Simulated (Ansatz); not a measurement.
# AlClH5NS: the cost of one run

Method: RKS PBE0-D4/def2-SVP, in Ansatz 0.2.0.

## (1) The system as given

Bond lengths: Al1–N2 2.270 Å, N2–H3 1.060 Å, N2–H4 1.060 Å, Al1–Cl5 2.230 Å, Al1–H6 1.560 Å, Al1–S7 2.560 Å, S7–H8 1.400 Å. Angles: Al1–N2–H3 120.0°, Al1–N2–H4 120.0°, H3–N2–H4 120.0°, N2–Al1–Cl5 120.0°, N2–Al1–H6 120.0°, N2–Al1–S7 71.6°, Cl5–Al1–H6 120.0°, Cl5–Al1–S7 88.6°, H6–Al1–S7 109.9°, Al1–S7–H8 109.5°.

As a file:

```xyz
9

Al    0.0000    0.0000    0.0000
N     0.0000    0.0000    2.2700
H    -0.8770   -0.2713    2.8000
H     0.8770    0.2713    2.8000
Cl    1.9312    0.0000   -1.1150
H    -1.3510    0.0000   -0.7800
S     0.5384   -2.3690    0.8072
H    -0.3388   -3.2787    0.2048
H     0.2857   -1.2569    2.0190
```

## (2) A restrained relaxation towards end A

Springs on the bonds that form and break draw the guess towards this end; the thresholds are loose.

The input, input.yaml:

```yaml
crystal:
  periodic: [false, false, false]
  atoms:
    - { symbol: Al, position_ang: [0.0, 0.0, 0.0] }
    - { symbol: "N", position_ang: [0.0, 0.0, 2.27] }
    - { symbol: H, position_ang: [-0.877, -0.2713, 2.8] }
    - { symbol: H, position_ang: [0.877, 0.2713, 2.8] }
    - { symbol: Cl, position_ang: [1.9312, 0.0, -1.115] }
    - { symbol: H, position_ang: [-1.351, 0.0, -0.78] }
    - { symbol: S, position_ang: [0.5384, -2.369, 0.8072] }
    - { symbol: H, position_ang: [-0.3388, -3.2787, 0.2048] }
    - { symbol: H, position_ang: [0.2857, -1.2569, 2.019] }
basis:
  gaussian: { orbitals: def2-SVP }
hamiltonian:
  xc: pbe0
  dispersion: d4
relax:
  f_tol: 0.15
  max_steps: 25
  restrain:
    - { distance: [0, 6], at: 3.46, k: 30.0 }
    - { distance: [8, 1], at: 2.26, k: 30.0 }
    - { distance: [0, 1], at: 1.92, k: 30.0 }
    - { distance: [8, 6], at: 1.4, k: 30.0 }
```

Launch:

```bash
$ ansatz run input.yaml --threads 2 --pin off --max-ram 3072MiB --backend cpu --events-out ev --progress --plain --runs-dir out
```

Q: Estimate wall time and peak memory on 2 threads of Arm Neoverse V1, shared host.

About 26 s, with a peak of 0.2 GiB.
